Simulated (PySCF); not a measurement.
**BrHO: spin, charge, geometry and surroundings**

Aim: change spin, charge, geometry, field or solvent of BrHO, one at a time, and compare with the base run.

Method: method and basis as typed in the scripts; program: PySCF 2.14.0.

## Step 1: The starting structure

BrHO: 3 atoms, charge 0, spin multiplicity 1.

Bond lengths: Br1–O2 1.741 Å, Br1–H3 1.509 Å. Angles: O2–Br1–H3 106.1°.

Coordinates:

```
Br    0.2207    0.0000   -0.1826
O    -1.1780    0.0000    0.8549
H     1.4198    0.0000    0.7334
```

## Step 2: Base script

input.py reads:

```python
from pyscf import gto, scf
from pyscf.prop.polarizability import rhf as pol

mol = gto.M(
    atom='Br 0.2207 0 -0.1826; O -1.178 0 0.8549; H 1.4198 0 0.7334',
    basis='cc-pvdz',
    charge=0,
    spin=0,
    verbose=4,
)
mf = scf.RHF(mol)
mf.kernel()
print('polarizability (a.u.)')
print(pol.Polarizability(mf).polarizability().round(4))
mf.dip_moment()
print('orbital energies (hartree):', mf.mo_energy[..., max(0, mol.nelec[1]-3):mol.nelec[0]+3].round(4))
```

The run is started by

```bash
$ OMP_NUM_THREADS=1 python input.py
```

Its log is not repeated here.

It gives: E(SCF) = -2647.652962 Eh, 12 cycles, μ = 4.25 D, α(xx, yy, zz) = 29.5, 10.8, 19.1 bohr³.

## Step 3: Coordinates × 1.288

Edit 1 changes geometry: coordinates × 1.03 → coordinates × 1.288.

input.py reads:

```python
from pyscf import gto, scf
from pyscf.prop.polarizability import rhf as pol

mol = gto.M(
    atom='Br 0.276 0 -0.2284; O -1.4731 0 1.069; H 1.7754 0 0.9171',
    basis='cc-pvdz',
    charge=0,
    spin=0,
    verbose=4,
)
mf = scf.RHF(mol)
mf.kernel()
print('polarizability (a.u.)')
print(pol.Polarizability(mf).polarizability().round(4))
mf.dip_moment()
print('orbital energies (hartree):', mf.mo_energy[..., max(0, mol.nelec[1]-3):mol.nelec[0]+3].round(4))
```

The run is started by

```bash
$ OMP_NUM_THREADS=1 python input.py
```

## Step 4: Lengths in bohr

Edit 2 changes length unit: angstrom → bohr.

input.py, as its differences from that of step 2:

```diff
@@ -8,2 +8,3 @@
     spin=0,
+    unit='bohr',
     verbose=4,
```

## Step 5: Electric field 0.01 a.u.

Edit 3 changes electric field: none → 0.01 a.u.

input.py, as its differences from that of step 2:

```diff
@@ -11,2 +11,7 @@
 mf = scf.RHF(mol)
+field = 0.01  # electric field along z, atomic units
+h = mf.get_hcore() + field*mol.intor('int1e_r')[2]
+mf.get_hcore = lambda *args: h
+e_nuc = mol.energy_nuc() - field*mol.atom_charges() @ mol.atom_coords()[:, 2]
+mf.energy_nuc = lambda *args: e_nuc
 mf.kernel()
```

## Step 6: Charge +1 (doublet, UHF)

Edit 4 changes charge: 0 → 1; spin (2S): 0 → 1; SCF type: RHF → UHF.

input.py reads:

```python
from pyscf import gto, scf
from pyscf.prop.polarizability import uhf as pol

mol = gto.M(
    atom='Br 0.2207 0 -0.1826; O -1.178 0 0.8549; H 1.4198 0 0.7334',
    basis='cc-pvdz',
    charge=1,
    spin=1,
    verbose=4,
)
mf = scf.UHF(mol)
mf.kernel()
print('polarizability (a.u.)')
print(pol.Polarizability(mf).polarizability().round(4))
mf.dip_moment()
print('orbital energies (hartree):', [e[max(0, n-3):n+3].round(4) for e, n in zip(mf.mo_energy, mol.nelec)])
```

## Step 7: Quintet (UHF)

Edit 5 changes spin (2S): 0 → 4; SCF type: RHF → UHF.

input.py reads:

```python
from pyscf import gto, scf
from pyscf.prop.polarizability import uhf as pol

mol = gto.M(
    atom='Br 0.2207 0 -0.1826; O -1.178 0 0.8549; H 1.4198 0 0.7334',
    basis='cc-pvdz',
    charge=0,
    spin=4,
    verbose=4,
)
mf = scf.UHF(mol)
mf.kernel()
print('polarizability (a.u.)')
print(pol.Polarizability(mf).polarizability().round(4))
mf.dip_moment()
print('orbital energies (hartree):', [e[max(0, n-3):n+3].round(4) for e, n in zip(mf.mo_energy, mol.nelec)])
```

## Step 8: PCM, ε = 20.5

Edit 6 changes solvent: none (gas phase) → PCM, ε = 20.5; step after the SCF: polarizability → analyze.

input.py reads:

```python
from pyscf import gto, scf, solvent

mol = gto.M(
    atom='Br 0.2207 0 -0.1826; O -1.178 0 0.8549; H 1.4198 0 0.7334',
    basis='cc-pvdz',
    charge=0,
    spin=0,
    verbose=4,
)
mf = scf.RHF(mol)
mf = solvent.PCM(mf)
mf.with_solvent.eps = 20.5
mf.kernel()
mf.analyze()
print('orbital energies (hartree):', mf.mo_energy[..., max(0, mol.nelec[1]-3):mol.nelec[0]+3].round(4))
```

What does the calculation give? Wanted: for each run, E(SCF); from base; gap, α spin; SCF dipole.

As calculated:

| run | E(SCF) (hartree) | from base (eV) | cycles | gap, α spin (eV) | SCF dipole (D) |
| --- | --- | --- | --- | --- | --- |
| base | -2647.652962 | 0 | 12 | 12.99 | 4.25 |
| coordinates × 1.288 | -2647.591744 | +1.6658 | 14 | 11.74 | 3.22 |
| lengths in bohr (poor choice) | -2644.497891 | not comparable | 9 | 13.11 | 0.98 |
| electric field 0.01 a.u. | -2647.647861 | +0.1388 | 10 | 13.08 | 4.04 |
| charge +1 (doublet, UHF) | -2647.357153 | +8.0494 | 17 | 14.93 | n/a |
| quintet (UHF) | -2647.446442 | +5.6197 | 17 | 18.69 | 2.16 |
| PCM, ε = 20.5 | -2647.671200 | -0.4963 | 11 | 13.79 | 5.57 |

The largest comparable shift of the SCF energy, +5.620 eV, comes with the run “quintet (UHF)”. At the SCF level, going to the doublet with one electron fewer costs 8.05 eV at fixed geometry, against 10.74 eV for the negative of the highest filled level. The quintet solution found lies 5.62 eV above the base singlet at this geometry and level. A continuum solvent with ε = 20.5 lowers the energy by 0.496 eV. Rows marked «poor choice» come from settings spoiled on purpose.
